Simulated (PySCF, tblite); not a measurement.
# C6H5BrCl radical: geometry, infrared bands and EPR parameters

Aim: predict the infrared bands and EPR parameters of C6H5BrCl radical (`[C]#C[C@@H](Cl)[C@H](Br)C=C`).

Programs: tblite 0.8.0 and PySCF 2.14.0, with density-fitted response routines of our own. Each step states its level of theory. These are calculated values for one molecule in the gas phase, unless marked as measured. Atoms count from 0, in the outputs and in this text.

## 1. The molecule as given

13 atoms, charge 0, multiplicity 2; geometry from: force field or distance geometry start.

Bonds of the start (Å): C0–C1 1.56, C1–C2 1.45, C2–Cl3 1.81, C2–C4 1.55, C4–Br5 1.96, C4–C6 1.50, C6–C7 1.33, C2–H8 1.09, C4–H9 1.10, C6–H10 1.09, C7–H11 1.09, C7–H12 1.10.

## 2. Geometry optimisation with GFN2-xTB

What the job is given:

```
{"job": {"kind": "relax", "xc": "GFN2-xTB", "basis": "xTB"}, "charge": 0, "multiplicity": 2}
C      2.944200    -1.803600    -0.280000
C      2.024700    -0.550800    -0.421200
C      1.185900     0.633100    -0.522800
Cl     0.509500     0.681200    -2.202300
C      0.037100     0.682400     0.510500
Br     0.774500     1.042600     2.292000
C     -0.822200    -0.542900     0.633500
C     -2.130000    -0.572400     0.374900
H      1.803500     1.531300    -0.437300
H     -0.588700     1.566600     0.320000
H     -0.350600    -1.468600     0.974500
H     -2.683400     0.296600     0.032900
H     -2.708800    -1.495000     0.499900
```

Launch:

```
OMP_NUM_THREADS=1 python probes_run.py task.json out
```

This one command runs all jobs of the session in turn.

**Question.** This job is followed by: GFN2-xTB harmonic vibrations, gas phase; UKS B3LYP, def2-TZVP-core on Br, pcH-1 on C Cl H, non-relativistic, mean-field spin-orbit, GIAO. What will the session give for the following? strongest single infrared mode (GFN2-xTB); zero-point energy (GFN2-xTB); g(iso) (B3LYP); ⟨S²⟩; largest a(iso); surface potential, 1st and 99th percentile.

The runs gave:

| quantity | value |
| --- | --- |
| strongest single infrared mode (GFN2-xTB) | 1146 cm⁻¹, 23 km/mol |
| zero-point energy (GFN2-xTB) | 52.9 kcal/mol |
| g(iso) (B3LYP) | 2.00274 |
| ⟨S²⟩ | 0.770 (exact 0.75) |
| largest a(iso) | 13C on C0, 1044.9 MHz |
| surface potential, 1st and 99th percentile | -0.61 V and 1.32 V |

What this shows: The optimisation took 75 steps and gained 2.798 eV; among the close pairs (by a distance rule), C0–C1 changed most, from 1.560 to 1.196 Å. All 33 modes are real, so the xTB geometry is a minimum. The strongest single mode, at 1146 cm⁻¹, has its largest shares on H8, C4, C2 and H9 (the list is cut at 4 atoms). GFN2-xTB is a fitted tight-binding method: band positions and strengths are rough. Its intensities can rank the bands wrongly. Most of the unpaired spin sits on C0 (1.17 e). The isotropic g lies 0.4 ppt above the free-electron value. The hyperfine terms hold no scalar relativity, which the heavier nuclei need.
